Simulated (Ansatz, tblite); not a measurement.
# [WOCl4]- (WCl₄O−): one state, many levels

How do method and basis change the picture of [WOCl4]- (WCl₄O−) (doublet)?

Method: as each input shows; program: Ansatz 0.2.0, Gaussian basis.

The runs, in order: GFN1-xTB, GFN2-xTB, PBE-D4/def2-TZVPD, r2SCAN-D4/def2-TZVPD, BLYP-D4/def2-TZVPD, BHLYP-D4/def2-TZVPD, HF/def2-TZVPD, PBE-D4/def2-SVPD, PBE0-D4/def2-SVPD, MP2/def2-TZVPD, RPA/def2-TZVPD.

2 further runs of the same task are left out: 2 set aside as unsound or not needed. Runs told in other sessions of the task aren't counted.

### Step 1. The structure

The geometry is that of the doublet, from an earlier relaxation (PBE-D4/def2-SVPD).

6 atoms, charge -1, spin multiplicity 2.

Bond lengths: W1–O2 1.703 Å, W1–Cl3 2.389 Å, W1–Cl4 2.390 Å, W1–Cl5 2.389 Å, W1–Cl6 2.390 Å. Angles: O2–W1–Cl3 105.5°, O2–W1–Cl4 105.5°, O2–W1–Cl5 105.6°, O2–W1–Cl6 105.3°, Cl3–W1–Cl4 85.9°, Cl3–W1–Cl5 148.8°, Cl3–W1–Cl6 85.9°, Cl4–W1–Cl5 85.9°, Cl4–W1–Cl6 149.2°, Cl5–W1–Cl6 85.9°.

Formally the metal is d1. W takes a core potential in the def2 sets. No spin-orbit coupling is included. The ion is computed in the gas phase, without counter-ions or solvent.

PBE0-D4/def2-TZVPD was run before; its log isn't repeated, and its numbers join the tables.

### Step 2. GFN1-xTB

Tight binding, by tblite at 300 K electronic temperature and without a spin-polarisation term:

```python
tblite.interface.Calculator('GFN1-xTB', numbers, positions, charge=-1, uhf=1).singlepoint()
```

Energy -667.2113 eV; 0.087 s.

### Step 3. GFN2-xTB

Tight binding, by tblite at 300 K electronic temperature and without a spin-polarisation term:

```python
tblite.interface.Calculator('GFN2-xTB', numbers, positions, charge=-1, uhf=1).singlepoint()
```

Energy -686.3678 eV; 0.034 s.

### Step 4. PBE-D4/def2-TZVPD

start.molden holds the orbitals of an earlier run on this state, given as this run's starting guess.

Input file in.yaml:

```yaml
crystal:
  periodic: [false, false, false]
  atoms:
    - {symbol: W, position_ang: [-0.000151, 0.000327, 0.141769]}
    - {symbol: O, position_ang: [0.002308, -0.008222, 1.844438]}
    - {symbol: Cl, position_ang: [2.300927, 0.013948, -0.501527]}
    - {symbol: Cl, position_ang: [-0.012872, 2.306033, -0.486794]}
    - {symbol: Cl, position_ang: [-2.302030, -0.010138, -0.498687]}
    - {symbol: Cl, position_ang: [0.011828, -2.301948, -0.499210]}
basis:
  gaussian: {orbitals: def2-TZVPD, initial_orbitals: start.molden}
total_charge: -1
magnetization: {spin_polarized: true, initial_magnetization: 1}
hamiltonian: {xc: pbe, dispersion: d4}
scf: {omitted_lower_state_checks: [starts]}
output: {orbitals: {seedname: orbitals}}
```

Launch:

```console
ansatz run in.yaml --threads 4 --pin off --events-out ev --progress --plain --max-ram 4787MiB
```

Output:

```text
Functional definition: PBE
  name "PBE"
  cite "Perdew, Burke & Ernzerhof, Phys. Rev. Lett. 77, 3865 (1996) doi:10.1103/PhysRevLett.77.3865"
  parent pbe
  parameter kappa = 0.804
  parameter beta = 0.06672455060314922
  exchange = pbe_x(kappa = kappa, mu = beta*pi^2/3)
  correlation = pbe_c(beta = beta)
these checks for a lower state are left out or cut short: starts
1650 factors; their error is unknown
mean field evaluation 1: about -53955.1360 eV, gradient 1.2e1 eV
mean field evaluation 2: about -53955.3389 eV, gradient 2.9e-1 eV
mean field evaluation 4: about -53955.3187 eV, gradient 5.5e-2 eV
mean field evaluation 8: about -53955.3187 eV, gradient 2.6e-5 eV
mean field -53955.31870588 eV, -1982.8213902126 hartree, gradient 2.6e-5 eV, S^2 0.754390; 0 other end points of the search recorded, 0 dependent functions left out
reference -53955.31877695 eV, -1982.8213928245 hartree; 46, 45 occupied and 221, 222 virtual orbitals, 1650 factors
Total energy: -53955.65427856 eV, -1982.8337222811 hartree
Checks for a lower state left out: starts
```

Run time: 13 s. Hardware: 4 threads of AMD EPYC 7R43, shared host; peak memory 0.6 GiB.

HOMO -0.83 eV, LUMO 0.34 eV (over both spins); ⟨S²⟩ 0.754 (pure: 0.75).

### Step 5. r2SCAN-D4/def2-TZVPD

in.yaml: that of step 4 with these lines changed.

```diff
@@ -13,3 +13,3 @@
 magnetization: {spin_polarized: true, initial_magnetization: 1}
-hamiltonian: {xc: pbe, dispersion: d4}
+hamiltonian: {xc: r2scan, dispersion: d4}
 scf: {omitted_lower_state_checks: [starts]}
```

The command is unchanged.

Output:

```text
Functional definition: r2SCAN
  name "r2SCAN"
  cite "Furness, Kaplan, Ning, Perdew & Sun, J. Phys. Chem. Lett. 11, 8208 (2020) doi:10.1021/acs.jpclett.0c02405"
  cite "Furness, Kaplan, Ning, Perdew & Sun, J. Phys. Chem. Lett. 11, 9248 (2020) doi:10.1021/acs.jpclett.0c03077"
  parent r2scan
  parameter k0 = 0.174
  parameter k1 = 0.065
  parameter a1 = 4.9479
  exchange = r2scan_x(k0 = k0, k1 = k1, a1 = a1)
  correlation = r2scan_c
these checks for a lower state are left out or cut short: starts
1650 factors; their error is unknown
mean field evaluation 1: about -53973.4560 eV, gradient 8.8e0 eV
mean field evaluation 2: about -53973.5262 eV, gradient 1.2e-1 eV
mean field evaluation 4: about -53973.5028 eV, gradient 4.1e-4 eV
mean field -53973.50275068 eV, -1983.4896415335 hartree, gradient 1.6e-5 eV, S^2 0.757492; 0 other end points of the search recorded, 0 dependent functions left out
reference -53973.50280129 eV, -1983.4896433931 hartree; 46, 45 occupied and 221, 222 virtual orbitals, 1650 factors
Total energy: -53973.57928506 eV, -1983.4924541199 hartree
Checks for a lower state left out: starts
```

It took 24 s on 4 threads of AMD EPYC 7R43, shared host; peak memory 0.69 GiB.

Report: HOMO -1.28 eV, LUMO 0.60 eV (over both spins); ⟨S²⟩ 0.757 (pure: 0.75).

### Step 6. BLYP-D4/def2-TZVPD

in.yaml: that of step 5 with these lines changed.

```diff
@@ -13,4 +13,4 @@
 magnetization: {spin_polarized: true, initial_magnetization: 1}
-hamiltonian: {xc: r2scan, dispersion: d4}
+hamiltonian: {xc: {name: BLYP}, dispersion: d4}
 scf: {omitted_lower_state_checks: [starts]}
-output: {orbitals: {seedname: orbitals}}
+output: {forces: true, orbitals: {seedname: orbitals}}
```

Same command.

Output, shortened:

```text
Functional definition: BLYP
  name "BLYP"
  cite "Becke, Phys. Rev. A 38, 3098 (1988) doi:10.1103/PhysRevA.38.3098"
  cite "Lee, Yang & Parr, Phys. Rev. B 37, 785 (1988) doi:10.1103/PhysRevB.37.785"
[...]
1650 factors; their error is unknown
[...]
mean field -53975.71820471 eV, -1983.5710579674 hartree, gradient 2.3e-5 eV, S^2 0.753238; 0 other end points of the search recorded, 0 dependent functions left out
[...]
reference -53975.71859738 eV, -1983.5710723978 hartree; 46, 45 occupied and 221, 222 virtual orbitals, 1650 factors
Total energy: -53976.41460246 eV, -1983.5966501125 hartree
Atom 0 at    -0.000151     0.000327     0.141769 Å, force     0.004433    -0.012253    -0.321160 eV/Å
Atom 1 at     0.002308    -0.008222     1.844438 Å, force    -0.002868     0.007900     0.446383 eV/Å
Atom 2 at     2.300927     0.013948    -0.501527 Å, force     0.113297     0.002647    -0.032164 eV/Å
Atom 3 at    -0.012872     2.306033    -0.486794 Å, force    -0.000449     0.113452    -0.028095 eV/Å
Atom 4 at    -2.302030    -0.010138    -0.498687 Å, force    -0.113983     0.000264    -0.029875 eV/Å
Atom 5 at     0.011828    -2.301948    -0.499210 Å, force    -0.000430    -0.112010    -0.035089 eV/Å
Dipole moment:    -0.000256     0.000643     0.090183 e Å
Checks for a lower state left out: starts
```

It took 15 s on 4 threads of AMD EPYC 7R43, shared host; peak memory 0.59 GiB.

Report: HOMO -0.70 eV, LUMO 0.38 eV (over both spins); ⟨S²⟩ 0.753 (pure: 0.75).

### Step 7. BHLYP-D4/def2-TZVPD

in.yaml: that of step 6 with these lines changed.

```diff
@@ -13,4 +13,4 @@
 magnetization: {spin_polarized: true, initial_magnetization: 1}
-hamiltonian: {xc: {name: BLYP}, dispersion: d4}
+hamiltonian: {xc: {name: BHLYP}, dispersion: d4}
 scf: {omitted_lower_state_checks: [starts]}
-output: {forces: true, orbitals: {seedname: orbitals}}
+output: {orbitals: {seedname: orbitals}}
```

Launched as before.

Output:

```text
Functional definition: BHLYP
  name "BHLYP"
  cite "Becke, J. Chem. Phys. 98, 1372 (1993) doi:10.1063/1.464304"
  cite "Becke, Phys. Rev. A 38, 3098 (1988) doi:10.1103/PhysRevA.38.3098"
  cite "Lee, Yang & Parr, Phys. Rev. B 37, 785 (1988) doi:10.1103/PhysRevB.37.785"
  parameter a = 0.5
  exchange = (1 - a)*b88_x + a*exact_x
  correlation = lyp_c
these checks for a lower state are left out or cut short: starts
1994 factors; their error is unknown
mean field evaluation 1: about -53970.8138 eV, gradient 1.1e1 eV
mean field evaluation 2: about -53970.9669 eV, gradient 2.7e-1 eV
mean field evaluation 4: about -53971.2597 eV, gradient 2.1e-1 eV
mean field evaluation 8: about -53971.2598 eV, gradient 2.3e-5 eV
mean field -53971.25976285 eV, -1983.4072132508 hartree, gradient 2.3e-5 eV, S^2 0.757757; 0 other end points of the search recorded, 0 dependent functions left out
reference -53971.25997829 eV, -1983.4072211683 hartree; 46, 45 occupied and 221, 222 virtual orbitals, 1994 factors
Total energy: -53971.78523931 eV, -1983.4265241546 hartree
Checks for a lower state left out: starts
```

Run time: 37 s. Hardware: 4 threads of AMD EPYC 7R43, shared host; peak memory 1.3 GiB.

From the report: HOMO -4.00 eV, LUMO 2.14 eV (over both spins); ⟨S²⟩ 0.758 (pure: 0.75).

### Step 8. HF/def2-TZVPD

in.yaml: that of step 7 with these lines changed.

```diff
@@ -13,3 +13,3 @@
 magnetization: {spin_polarized: true, initial_magnetization: 1}
-hamiltonian: {xc: {name: BHLYP}, dispersion: d4}
+hamiltonian: {xc: hf}
 scf: {omitted_lower_state_checks: [starts]}
```

The command is unchanged.

Output:

```text
Functional definition: HF
  name "HF"
  cite "Fock, Z. Phys. 61, 126 (1930) doi:10.1007/BF01340294"
  parent pbe
  exchange = exact_x
  correlation = 0
these checks for a lower state are left out or cut short: starts
2105 factors; their error is unknown
mean field evaluation 1: about -53867.8034 eV, gradient 3.5e1 eV
mean field evaluation 2: about -53869.2688 eV, gradient 2.2e0 eV
mean field evaluation 4: about -53869.3413 eV, gradient 1.3e-3 eV
mean field evaluation 8: about -53869.9416 eV, gradient 1.6e-5 eV
mean field -53869.94156303 eV, -1979.6838380834 hartree, gradient 1.8e-5 eV, S^2 0.788406; 0 other end points of the search recorded, 0 dependent functions left out
reference -53869.94156303 eV, -1979.6838380834 hartree; 46, 45 occupied and 221, 222 virtual orbitals, 2105 factors
Total energy: -53869.94156303 eV, -1979.6838380834 hartree
Checks for a lower state left out: starts
```

It took 42 s on 4 threads of AMD EPYC 7R43, shared host; peak memory 2 GiB.

From the report: HOMO -6.64 eV, LUMO 4.16 eV (over both spins); ⟨S²⟩ 0.788 (pure: 0.75).

### Step 9. PBE-D4/def2-SVPD

in.yaml: that of step 8 with these lines changed.

```diff
@@ -10,6 +10,6 @@
 basis:
-  gaussian: {orbitals: def2-TZVPD, initial_orbitals: start.molden}
+  gaussian: {orbitals: def2-SVPD, initial_orbitals: start.molden}
 total_charge: -1
 magnetization: {spin_polarized: true, initial_magnetization: 1}
-hamiltonian: {xc: hf}
+hamiltonian: {xc: pbe, dispersion: d4}
 scf: {omitted_lower_state_checks: [starts]}
```

Launched as before.

Output:

```text
Functional definition: PBE
  name "PBE"
  cite "Perdew, Burke & Ernzerhof, Phys. Rev. Lett. 77, 3865 (1996) doi:10.1103/PhysRevLett.77.3865"
  parent pbe
  parameter kappa = 0.804
  parameter beta = 0.06672455060314922
  exchange = pbe_x(kappa = kappa, mu = beta*pi^2/3)
  correlation = pbe_c(beta = beta)
these checks for a lower state are left out or cut short: starts
1605 factors; their error is unknown
mean field evaluation 1: about -53935.5511 eV, gradient 2.1e1 eV
mean field evaluation 2: about -53935.9908 eV, gradient 7.3e-1 eV
mean field evaluation 4: about -53935.9294 eV, gradient 1.2e-1 eV
mean field evaluation 8: about -53935.9294 eV, gradient 1.4e-5 eV
mean field -53935.92938960 eV, -1982.1088459816 hartree, gradient 1.4e-5 eV, S^2 0.754229; 0 other end points of the search recorded, 0 dependent functions left out
reference -53935.92943733 eV, -1982.1088477357 hartree; 46, 45 occupied and 120, 121 virtual orbitals, 1605 factors
Total energy: -53936.26493893 eV, -1982.1211771923 hartree
Checks for a lower state left out: starts
```

Run time: 7.5 s. Hardware: 4 threads of AMD EPYC 7R43, shared host.

From the report: HOMO -0.98 eV, LUMO 0.19 eV (over both spins); ⟨S²⟩ 0.754 (pure: 0.75).

### Step 10. PBE0-D4/def2-SVPD

in.yaml: that of step 9 with these lines changed.

```diff
@@ -13,3 +13,3 @@
 magnetization: {spin_polarized: true, initial_magnetization: 1}
-hamiltonian: {xc: pbe, dispersion: d4}
+hamiltonian: {xc: pbe0, dispersion: d4}
 scf: {omitted_lower_state_checks: [starts]}
```

Launched as before.

Output:

```text
Functional definition: PBE0
  name "PBE0"
  cite "Adamo & Barone, J. Chem. Phys. 110, 6158 (1999) doi:10.1063/1.478522"
  cite "Perdew, Burke & Ernzerhof, Phys. Rev. Lett. 77, 3865 (1996) doi:10.1103/PhysRevLett.77.3865"
  parent pbe
  parameter a = 0.25
  parameter kappa = 0.804
  parameter beta = 0.06672455060314922
  exchange = (1 - a)*pbe_x(kappa = kappa, mu = beta*pi^2/3) + a*exact_x
  correlation = pbe_c(beta = beta)
these checks for a lower state are left out or cut short: starts
1521 factors; integrals over basis functions are off by at most 5.5e-4 eV
mean field evaluation 1: about -53937.6345 eV, gradient 2.1e1 eV
mean field evaluation 2: about -53937.9537 eV, gradient 5.0e-1 eV
mean field evaluation 4: about -53938.0983 eV, gradient 1.9e-3 eV
mean field -53938.09830783 eV, -1982.1885522565 hartree, gradient 2.9e-5 eV, S^2 0.756672; 0 other end points of the search recorded, 0 dependent functions left out
reference -53938.09834569 eV, -1982.1885536481 hartree; 46, 45 occupied and 120, 121 virtual orbitals, 1521 factors
Total energy: -53938.38960835 eV, -1982.1992573532 hartree
Checks for a lower state left out: starts
```

Wall time 12 s (4 threads of AMD EPYC 7R43, shared host); peak memory 0.7 GiB.

From the report: HOMO -2.63 eV, LUMO 1.02 eV (over both spins); ⟨S²⟩ 0.757 (pure: 0.75).

### Step 11. MP2/def2-TZVPD

in.yaml: that of step 10 with these lines changed.

```diff
@@ -10,6 +10,6 @@
 basis:
-  gaussian: {orbitals: def2-SVPD, initial_orbitals: start.molden}
+  gaussian: {orbitals: def2-TZVPD, initial_orbitals: start.molden}
 total_charge: -1
 magnetization: {spin_polarized: true, initial_magnetization: 1}
-hamiltonian: {xc: pbe0, dispersion: d4}
+correlation: {method: mp2}
 scf: {omitted_lower_state_checks: [starts]}
```

The command is unchanged.

Output:

```text
Functional definition: HF
  name "HF"
  cite "Fock, Z. Phys. 61, 126 (1930) doi:10.1007/BF01340294"
  parent pbe
  exchange = exact_x
  correlation = 0
these checks for a lower state are left out or cut short: starts
1690 factors; integrals over basis functions are off by at most 1.1e-3 eV
mean field evaluation 1: about -53868.3884 eV, gradient 3.5e1 eV
mean field evaluation 2: about -53869.8539 eV, gradient 2.2e0 eV
mean field evaluation 4: about -53869.9412 eV, gradient 3.5e-1 eV
mean field evaluation 8: about -53869.9418 eV, gradient 1.9e-4 eV
mean field -53869.94181689 eV, -1979.6838474128 hartree, gradient 6.2e-6 eV, S^2 0.788406; 0 other end points of the search recorded, 0 dependent functions left out
21 core orbitals not correlated: weight in the atoms' cores, before any rotation towards them, 1.000 or more for the frozen orbitals, at most 0.000 for the correlated occupied ones
reference -53869.94181689 eV, -1979.6838474128 hartree; 25, 24 occupied and 221, 222 virtual orbitals, 1690 factors
second order -38.55812106 eV of doubles, -0.00000000 eV of singles
Total energy: -53908.49993795 eV, -1981.1008322261 hartree
Checks for a lower state left out: starts
```

Run time: 23 s. Hardware: 4 threads of AMD EPYC 7R43, shared host; peak memory 1 GiB.

Hartree-Fock HOMO -6.64 eV, LUMO 4.16 eV (over both spins); ⟨S²⟩ 0.788 (pure: 0.75).

### Step 12. RPA/def2-TZVPD

in.yaml: that of step 11 with these lines changed.

```diff
@@ -13,4 +13,4 @@
 magnetization: {spin_polarized: true, initial_magnetization: 1}
-correlation: {method: mp2}
+hamiltonian: {xc: pbe}
+correlation: {method: rpa}
 scf: {omitted_lower_state_checks: [starts]}
-output: {orbitals: {seedname: orbitals}}
```

Same command.

Output, shortened:

```text
Functional definition: PBE
  name "PBE"
  cite "Perdew, Burke & Ernzerhof, Phys. Rev. Lett. 77, 3865 (1996) doi:10.1103/PhysRevLett.77.3865"
  parent pbe
[...]
1690 factors; integrals over basis functions are off by at most 1.1e-3 eV
[...]
mean field -53955.31868824 eV, -1982.8213895643 hartree, gradient 8.6e-6 eV, S^2 0.754390; 0 other end points of the search recorded, 0 dependent functions left out
21 core orbitals not correlated: weight in the atoms' cores, before any rotation towards them, 1.000 or more for the frozen orbitals, at most 0.000 for the correlated occupied ones
reference -53867.03057148 eV, -1979.5768611173 hartree; 25, 24 occupied and 221, 222 virtual orbitals, 1690 factors
Total energy: -53925.27183428 eV, -1981.7171880477 hartree
Checks for a lower state left out: starts
```

It took 28 s on 4 threads of AMD EPYC 7R43, shared host; peak memory 0.93 GiB.

From the report: ⟨S²⟩ 0.754 (pure: 0.75).

### Step 13. Levels side by side

```csv
level,functions,HOMO (eV),LUMO (eV),gap (eV),⟨S²⟩,time
HF/def2-TZVPD,267,-6.64,4.16,10.80,0.788,42 s
PBE-D4/def2-SVPD,166,-0.98,0.19,1.17,0.754,7.5 s
PBE-D4/def2-TZVPD,267,-0.83,0.34,1.17,0.754,13 s
BLYP-D4/def2-TZVPD,267,-0.70,0.38,1.08,0.753,15 s
r2SCAN-D4/def2-TZVPD,267,-1.28,0.60,1.88,0.757,24 s
PBE0-D4/def2-SVPD,166,-2.63,1.02,3.65,0.757,12 s
PBE0-D4/def2-TZVPD,267,-2.44,1.21,3.65,0.757,33 s
BHLYP-D4/def2-TZVPD,267,-4.00,2.14,6.14,0.758,37 s
```

The pieces so far (eV):

```
     basis           HF  MP2 correlation              total
def2-TZVPD  -53869.9418         -38.5581  -53908.4999 (MP2)
```

### Step 14. Results

```
                                                                    quantity                             value
 gap in def2-TZVPD, named functionals and Hartree-Fock, smallest and largest  1.08 eV (BLYP-D4), 10.80 eV (HF)
                                          correlation energy, MP2/def2-TZVPD                         -38.56 eV
⟨S²⟩ in def2-TZVPD, named functionals and Hartree-Fock, smallest and largest                      0.753, 0.788
                             PBE0 total energy, smallest basis above largest  19.32 eV (def2-SVPD, def2-TZVPD)
```

Orbital gaps of the named functionals and Hartree-Fock in def2-TZVPD span 1.08 eV (BLYP-D4) to 10.80 eV (HF); exact exchange widens it. Over the named functionals and Hartree-Fock in def2-TZVPD spin contamination reaches 0.04 (HF), which is small.

The slowest run with a step of its own, HF/def2-TZVPD, took 42 s; the quickest functional in def2-TZVPD took 13 s (shared host).
